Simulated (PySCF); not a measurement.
# FeH12O6 ([Fe(H2O)6]2+): the cost of one run

Computed with PySCF 2.14.0 and routines of our own; the level stands in each step. Atoms count from 0.

## 1. The system as given

19 atoms, charge 2, states of the metal's open shell are computed; geometry from: model start, shaken.

## 2. Relaxing the molecule at PBE0-D3(BJ)/def2-SVP

The job: settings as JSON, then the geometry in Å.

```
{"job": {"xc": "PBE0", "basis": "def2-SVP", "d3": "d3bj", "grid": 1, "maxiter": 45, "solvent": "water", "kind": "geom"}, "charge": 2, "metal": "Fe", "open_shell": "d6"}
Fe     0.000020     0.004480    -0.004110
O     -0.013360    -0.006820     2.125130
H      0.775900     0.020100     2.707620
H     -0.784310     0.007350     2.720350
O      0.001580    -0.013960    -2.140440
H      0.785430    -0.020160    -2.721860
H     -0.803520    -0.019340    -2.742630
O      2.136470    -0.019010     0.004070
H      2.717350     0.772200    -0.037750
H      2.706920    -0.775730     0.001700
O     -2.162950    -0.007170    -0.014680
H     -2.727130     0.790910    -0.012110
H     -2.715490    -0.761730    -0.008750
O     -0.001680     2.141660     0.000960
H     -0.018380     2.716140     0.795380
H     -0.023210     2.727890    -0.773210
O     -0.009620    -2.109990     0.011430
H     -0.017990    -2.713880     0.783650
H     -0.002830    -2.704760    -0.776000
```

Command:

```sh
$ OMP_NUM_THREADS=1 python lf_run.py task.json out
```

The driver reads the jobs from task.json and runs them one after another.

Q: Estimate the wall time and peak memory of this first job on 1 thread of AMD EPYC 9R45, shared host.

About 17 min, with a peak of 1.6 GiB.
